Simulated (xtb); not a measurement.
**HfSiH6SO3 ((OH)3Hf-S-SiH3) at GFN2-xTB**

Aim: a structure relaxation of HfSiH6SO3 ((OH)3Hf-S-SiH3). 

The calculation is run with xtb 6.7.1.

7 further runs of the same task are left out: 7 set aside as unsound or not needed.

### Step 1. The molecule

The species is HfSiH6SO3 (12 atoms), meant as a singlet with charge 0. Geometry: a GFN2-xTB relaxation, a rough one for these elements and not checked as a minimum. The run starts from this shape.

Bond lengths: Hf1–O2 1.873 Å, Hf1–O3 1.872 Å, Hf1–O4 1.869 Å, Hf1–S5 2.394 Å, S5–Si6 2.140 Å, O2–H7 0.964 Å, O3–H8 0.964 Å, O4–H9 0.965 Å, Si6–H10 1.481 Å, Si6–H11 1.463 Å, Si6–H12 1.458 Å. Some angles: O2–Hf1–O3 101.6°, O2–Hf1–O4 105.0°, O2–Hf1–S5 119.2°, O3–Hf1–O4 122.4°, O3–Hf1–S5 103.7°, O4–Hf1–S5 106.1°, Hf1–S5–Si6 85.5°, Hf1–O2–H7 110.6°, Hf1–O3–H8 114.7°, Hf1–O4–H9 116.4°.

### Step 2. A geometry optimisation at GFN2-xTB

input.inp

```
$chrg 0
$spin 0
$end
```

geom.xyz

```xyz
12
start
Hf     0.38478000    -0.25356000     0.86797000
O     -1.09414000    -1.34599000     1.22667000
O      1.13977000    -1.11794000    -0.61038000
O      1.27850000    -0.09968000     2.50239000
S      0.02359000     1.98302000     0.09336000
Si    -0.64935000     1.06550000    -1.71889000
H     -0.98918000    -1.78992000     2.07593000
H      0.77515000    -1.99039000    -0.79727000
H      1.61883000     0.77560000     2.72371000
H     -1.50257000    -0.11515000    -1.45170000
H      0.47739000     0.76648000    -2.60263000
H     -1.46276000     2.12202000    -2.30917000
```

Run with:

```sh
$ xtb geom.xyz --opt vtight -I input.inp --gfn 2 > run.log
```

Q: Predict the results. Wanted: total energy at the end; dipole moment; HOMO energy; LUMO energy; HOMO–LUMO gap; dispersion energy; mean polarisability.

Computed results:

At GFN2-xTB:

```
                      quantity          value
       total energy at the end   -21.88080 Eh
                 dipole moment         3.35 D
                   HOMO energy      -10.29 eV
                   LUMO energy       -7.23 eV
                 HOMO–LUMO gap        3.06 eV
             dispersion energy  -22.86 kJ/mol
mean polarisability (D4 model)     93.4 bohr³
```

What this shows: At the final geometry: Bond lengths: Hf1–O2 1.873 Å, Hf1–O3 1.871 Å, Hf1–O4 1.869 Å, Hf1–S5 2.395 Å, S5–Si6 2.140 Å, O2–H7 0.964 Å, O3–H8 0.964 Å, O4–H9 0.964 Å, Si6–H10 1.481 Å, Si6–H11 1.463 Å, Si6–H12 1.458 Å. Some angles: O2–Hf1–O3 101.8°, O2–Hf1–O4 105.0°, O2–Hf1–S5 118.8°, O3–Hf1–O4 122.1°, O3–Hf1–S5 103.6°, O4–Hf1–S5 106.5°, Hf1–S5–Si6 85.4°, Hf1–O2–H7 110.8°, Hf1–O3–H8 114.8°, Hf1–O4–H9 116.8°. The optimisation took 10 steps and changed the energy by -0.000 eV. Mulliken charges run from -0.64 on O3 to +1.09 on Hf1.
